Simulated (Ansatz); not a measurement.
# C3H3Cl2F3: how energies converge with the basis set

The task here is to estimate one member of a computed series from the others.

The runs use Ansatz 0.2.0, Gaussian basis; one geometry, several basis sets.

Plan: PBE0-D4/def2-SVP; ωB97M-V/def2-SVP; PBE0-D4/def2-QZVPP; ωB97M-V/def2-QZVPP; the functionals' def2-TZVPP values are taken from earlier runs.

## The relaxed structure

An earlier PBE0-D4 in a triple-zeta def2 set relaxation fixed the geometry.

SMILES `FC(F)(F)CC(Cl)Cl`, 11 atoms, charge 0, spin multiplicity 1.

Atoms are counted from 1 here; the program's logs count them from 0.

Bond lengths: F1–C2 1.339 Å, C2–F3 1.342 Å, C2–F4 1.332 Å, C2–C5 1.513 Å, C5–C6 1.514 Å, C5–H9 1.092 Å, C5–H10 1.091 Å, C6–Cl7 1.775 Å, C6–Cl8 1.768 Å, C6–H11 1.087 Å. Angles: F1–C2–F3 107.4°, F1–C2–F4 107.3°, F1–C2–C5 109.6°, F3–C2–F4 107.4°, F3–C2–C5 111.3°, F4–C2–C5 113.5°, C2–C5–C6 114.7°, C2–C5–H9 106.3°, C2–C5–H10 108.7°, C6–C5–H9 108.0°, C6–C5–H10 110.5°, H9–C5–H10 108.2°, C5–C6–Cl7 108.9°, C5–C6–Cl8 112.5°, C5–C6–H11 111.7°, Cl7–C6–Cl8 110.3°, Cl7–C6–H11 106.5°, Cl8–C6–H11 106.7°.

Coordinates:

```xyz
11
charge 0, multiplicity 1
F    -2.3498    0.4584   -0.4393
C    -1.1864   -0.1948   -0.5517
F    -1.3749   -1.4336   -0.0721
F    -0.9189   -0.3063   -1.8516
C    -0.1155    0.5392    0.2250
C     1.1723   -0.2342    0.4137
Cl    2.1669    0.5943    1.6282
Cl    2.0746   -0.4235   -1.0945
H    -0.5361    0.7416    1.2118
H     0.0801    1.4936   -0.2651
H     0.9878   -1.2348    0.7958
```

The first run:

Contents of in.yaml:

```yaml
crystal:
  periodic: [false, false, false]
  atoms:
    - {symbol: F, position_ang: [-2.349840, 0.458364, -0.439344]}
    - {symbol: C, position_ang: [-1.186418, -0.194813, -0.551674]}
    - {symbol: F, position_ang: [-1.374926, -1.433624, -0.072096]}
    - {symbol: F, position_ang: [-0.918898, -0.306259, -1.851648]}
    - {symbol: C, position_ang: [-0.115519, 0.539229, 0.224970]}
    - {symbol: C, position_ang: [1.172264, -0.234171, 0.413652]}
    - {symbol: Cl, position_ang: [2.166923, 0.594312, 1.628231]}
    - {symbol: Cl, position_ang: [2.074577, -0.423471, -1.094544]}
    - {symbol: H, position_ang: [-0.536137, 0.741605, 1.211782]}
    - {symbol: H, position_ang: [0.080127, 1.493627, -0.265144]}
    - {symbol: H, position_ang: [0.987834, -1.234808, 0.795805]}
basis:
  gaussian: {orbitals: def2-SVP}
hamiltonian: {xc: pbe0, dispersion: d4}
output: {orbitals: {seedname: orbitals}}
```

Command:

```sh
> ansatz run in.yaml --threads 2 --pin off --events-out ev --progress --plain --max-ram 32768MiB --backend cpu
```

Steps of the session up to this table: PBE0-D4 in def2-SVP; ωB97M-V in def2-SVP; PBE0-D4 in def2-QZVPP; ωB97M-V in def2-QZVPP.

One table of the session follows, with a row left open; its other results are not shown here.

| functional | basis | HOMO (eV) | LUMO (eV) |
| --- | --- | --- | --- |
| PBE0-D4 | def2-SVP | ? | ? |
| PBE0-D4 | def2-TZVPP | -8.97 | -0.29 |
| PBE0-D4 | def2-QZVPP | -9.01 | -0.50 |
| ωB97M-V | def2-SVP | -11.03 | 2.56 |
| ωB97M-V | def2-TZVPP | -11.24 | 1.88 |
| ωB97M-V | def2-QZVPP | -11.30 | 1.51 |

**Question.** Estimate the row for PBE0-D4, def2-SVP.

As computed: HOMO (eV): -8.80; LUMO (eV): 0.28. In the column «HOMO (eV)» it is the highest.
